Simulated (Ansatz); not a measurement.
This script makes an equation of state with a fit of AlRu, space group Pm-3m with the Ansatz DFT code, driven from Python.

`alru.py`
```python
'''Energy against volume for AlRu, with a fit.'''

import warnings

import ansatz as az
from ase.eos import EquationOfState
from ase.units import GPa
import numpy as np

vectors0 = np.array([
    [2.9916, 0.0, 0.0],
    [0.0, 2.9916, 0.0],
    [0.0, 0.0, 2.9916],
])
sites = [
    ('Al', (0.0, 0.0, 0.0)),
    ('Ru', (0.5, 0.5, 0.5)),
]


def crystal_on(cell):
    crystal = az.Crystal(lattice=az.Lattice.of(cell))
    for symbol, position in sites:
        crystal = crystal.atom(symbol, position)
    return crystal


def main() -> None:
    warnings.simplefilter('ignore', az.DeckWarning)

    # uniform scaling of the cell
    volumes, energies = [], []
    for scale in np.linspace(0.88, 1.12, 7):
        cell = vectors0 * scale ** (1 / 3)
        setup = (
            crystal_on(cell).calculation()
            .scf(self_checks='low')
            .occupations('Gaussian', width=0.01)
            .functional(az.Functional.PBE, dispersion='d4')
            .mixing('msr1', preconditioner='local_kerker')
            .initial_density(normalization='atom')
            .pseudopotentials('nc')
            .kpoints(8, 8, 8)
        )
        report = setup.run(threads=1, backend='cpu').report
        volumes.append(abs(np.linalg.det(cell)) / len(sites))
        energies.append(report['free_energy_ev'] / len(sites))
        print(f'V = {volumes[-1]:8.4f} A^3/atom  F = {energies[-1]:.5f} eV/atom')

    eos = EquationOfState(volumes, energies, eos='murnaghan')
    v0, e0, bulk = eos.fit()
    print(f'V0 = {v0:.4f} A^3/atom, E0 = {e0:.5f} eV/atom, B = {bulk / GPa:.1f} GPa')


if __name__ == '__main__':
    main()
```

Its results, one of them left out:

| V (Å³/atom) | F less the lowest row shown (meV/atom) |
| --- | --- |
| 11.780 | 128.47 |
| 12.316 | 46.02 |
| 12.851 | 5.99 |
| 13.387 | 0.00 |
| 13.922 | 21.36 |
| 14.458 | 64.68 |
| 14.993 | ? |

What is the missing energy at 14.993 Å³ an atom?

A third-order Birch-Murnaghan fit, E = E0 + (9 V0 B0 / 16) [(t - 1)³ B' + (t - 1)² (6 - 4t)] with t = (V0/V)^(2/3), through the 6 rows shown gives V0 = 13.222 Å³, B0 = 215.1 GPa, B' = 4.39 and E0 = -1.34 meV. At V = 14.993 Å³, t = 0.91961, and the fit extrapolates to 125.71 meV. The run gave 125.61 meV, a miss of 0.10 meV.

The settings weren't tested for convergence. Dispersion corrections can be off by several per cent in the lattices of metals, and by several GPa in the pressure at a fixed cell. For a metal this k-point mesh is coarse: on a finer one energies can move by several to tens of meV an atom and pressures by half a GPa or more, differences at one mesh by less. The structure is a deposited one; some such entries were measured under pressure or heat, so a shift against it needn't be the functional's error alone. It ran for 16 s on 1 thread of Arm Neoverse V2, with other jobs on the host, peak memory 0.33 GiB.
